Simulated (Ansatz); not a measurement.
# CHClGaNO: up Jacob's ladder to CCSD(T)

The task here is to estimate one member of a computed series from the others.

The runs use Ansatz 0.2.0, Gaussian basis; functionals in def2-TZVPP, the program's frozen cores in correlated methods.

Plan: LDA (SPW92), PBE-D4, revPBE-D4, BLYP-D4, r2SCAN-D4, B97M-V, PBE0-D4, B3LYP-D4, r2SCANh-D4, r2SCAN0-D4, HSE06-D4, BHLYP-D4, CAM-B3LYP-D4, LC-ωPBE, ωB97X-V, ωB97M-V, B2PLYP, PBE-QIDH; CCSD(T)/def2-SVP; CCSD(T)/def2-TZVPP; MP2/def2-QZVPP; extrapolation to the limit; RPA on PBE.

## The relaxed structure

The geometry comes from an earlier relaxation with PBE0-D4 in a triple-zeta def2 set; it is a stationary point.

SMILES `O=C=[N][GaH][Cl]`, 6 atoms, charge 0, spin multiplicity 1.

Atoms are counted from 1 here; the program's logs count them from 0.

Bond lengths: O1–C2 1.163 Å, C2–N3 1.203 Å, N3–Ga4 1.824 Å, Ga4–Cl5 2.132 Å, Ga4–H6 1.540 Å. Angles: O1–C2–N3 176.4°, C2–N3–Ga4 142.4°, N3–Ga4–Cl5 115.2°, N3–Ga4–H6 121.8°, Cl5–Ga4–H6 123.0°.

The first run:

in.yaml

```yaml
crystal:
  periodic: [false, false, false]
  atoms:
    - {symbol: O, position_ang: [-0.700217, -2.626592, -0.696732]}
    - {symbol: C, position_ang: [-0.691814, -1.486015, -0.467649]}
    - {symbol: N, position_ang: [-0.756845, -0.304686, -0.247926]}
    - {symbol: Ga, position_ang: [0.248461, 1.124412, 0.275688]}
    - {symbol: Cl, position_ang: [2.297417, 0.694571, 0.677756]}
    - {symbol: H, position_ang: [-0.354903, 2.534411, 0.412663]}
basis:
  gaussian: {orbitals: def2-TZVPP}
hamiltonian: {xc: lda}
output: {orbitals: {seedname: orbitals}}
```

Among the steps run: LDA; PBE-D4 (GGA); revPBE-D4 (GGA); BLYP-D4 (GGA); r2SCAN-D4 (meta-GGA); B97M-V (meta-GGA); PBE0-D4 (hybrid); B3LYP-D4 (hybrid); r2SCANh-D4 (hybrid); r2SCAN0-D4 (hybrid); HSE06-D4 (hybrid); BHLYP-D4 (hybrid); CAM-B3LYP-D4 (range-separated); LC-ωPBE-D4 (range-separated; the results give it without D4); ωB97X-V (range-separated); ωB97M-V (range-separated); B2PLYP (double hybrid); PBE-QIDH (double hybrid).

One of the session's tables, all rows but one given; the rest of the session is left out.

It belongs to the step «Frontier levels by functional». 

| functional | HOMO (eV) | LUMO (eV) | gap (eV) |
| --- | --- | --- | --- |
| LDA (SPW92) | -7.66 | -2.91 | 4.76 |
| PBE-D4 | -7.44 | -2.60 | 4.84 |
| revPBE-D4 | -7.37 | -2.47 | 4.89 |
| BLYP-D4 | -7.30 | -2.54 | 4.75 |
| r2SCAN-D4 | -7.76 | -2.35 | 5.41 |
| B97M-V | ? | ? | ? |
| PBE0-D4 | -8.83 | -1.83 | 7.00 |
| B3LYP-D4 | -8.57 | -2.10 | 6.47 |
| r2SCANh-D4 | -8.28 | -2.08 | 6.20 |
| r2SCAN0-D4 | -9.06 | -1.67 | 7.39 |
| HSE06-D4 | -8.43 | -2.19 | 6.24 |
| BHLYP-D4 | -10.11 | -1.09 | 9.03 |
| CAM-B3LYP-D4 | -10.19 | -0.95 | 9.24 |
| LC-ωPBE | -11.53 | 0.24 | 11.76 |
| ωB97X-V | -11.16 | 0.11 | 11.27 |
| ωB97M-V | -11.05 | -0.08 | 10.96 |

Estimate the missing values for B97M-V.

The run gave: HOMO (eV): -7.79; LUMO (eV): -2.51; gap (eV): 5.28. In the column «HOMO (eV)» it lies between r2SCANh-D4 (-8.28) and r2SCAN-D4 (-7.76).
